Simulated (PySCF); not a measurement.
**[Yb(HCN)]2+: other functionals and bases at one geometry**

One table from this session's results is given with a row withheld; the runs are named, their logs left out.

Program: PySCF 2.14.0. Level of theory: several levels, as the steps say, no spin–orbit coupling. These are calculated values, not measurements.

1 further run of the same task is left out (for a known fault of the program).

**Where the work starts**

4 atoms, charge 2, spin multiplicity 1.

Bond lengths: Yb1–N2 2.430 Å, N2–C3 1.153 Å, C3–H4 1.095 Å. Angles: Yb1–N2–C3 180.0°, N2–C3–H4 180.0°.

As a file:

```
Yb    0.00000    0.00000   -0.29490
N     0.00000    0.00000    2.13549
C     0.00000    0.00000    3.28888
H     0.00000    0.00000    4.38387
```

Formal oxidation states: Yb +2. Each metal's 14 4f electrons lie in its core potential, so multiplicities, spins and levels count the valence alone. An earlier session relaxed this geometry at PBE0, Yb lcecp-0-SVP with ECP60, N def2-SVP, C def2-SVP, H def2-SVP (singlet, point group C∞v).

At PBE0 on the finer grid: E = -125.638699 Eh, frontier levels not given, since the 4f levels lie in the core, Mulliken charge on Yb1 +1.76 e, largest force component 0.004 eV/Å. 

Levels to run: BP86; BLYP; PBE0, TZVP. Hardware: 2 threads of Arm Neoverse V2, shared host.

Set-up of the first run:

Input file run.py (the lines that set the calculation):

```python
mol = gto.M(atom='''
Yb     0.00000     0.00000    -0.29490
N      0.00000     0.00000     2.13549
C      0.00000     0.00000     3.28888
H      0.00000     0.00000     4.38387''',
    basis={'Yb': 'lcecp-0-SVP', 'N': 'def2-SVP', 'C': 'def2-SVP', 'H': 'def2-SVP'},
    ecp={'Yb': 'lcecp-0-SVP'},
    charge=2, spin=0)
mf = dft.RKS(mol, xc='B88,P86')
mf.grids.atom_grid = (75, 302)  # f atoms: unpruned, at least (60, 302)
mf = mf.density_fit()  # fitting sets: Yb AutoAux, N def2-universal-JKFIT, C def2-universal-JKFIT, H def2-universal-JKFIT
mf.conv_tol = 1e-08; mf.max_cycle = 55
mf.kernel(dm0)  # dm0: the density of the relaxed state
```

On the command line:

```bash
$ OMP_NUM_THREADS=2 python run.py
```

Among the steps run: BP86; BLYP; PBE0, TZVP.

One table of the session follows, with a row left open; its other results are not shown here.

```
              level  charge on Yb1 (e)  dipole (D)  largest force component (eV/Å)
PBE0 (relaxed here)               1.76        3.01                            0.00
               BP86                  ?           ?                               ?
               BLYP               1.71        3.10                            1.47
         PBE0, TZVP               1.85        3.15                            0.99
```

**Question.** Estimate the row for BP86.

**Answer.** charge on Yb1 (e): 1.73; dipole (D): 3.06; largest force component (eV/Å): 1.53. In the column «charge on Yb1 (e)» it lies between BLYP (1.71) and PBE0 (relaxed here) (1.76).

The dipole of a charged species depends on the origin, so these sizes hold for this origin alone.

The largest leftover force, 1.53 eV/Å with BP86, stands at a geometry relaxed at another level. With 4f in the core, its levels are missing from HOMO and gap, and its count is fixed, so no charge can pass from the ligands into it. Total energies of different levels can't be compared.
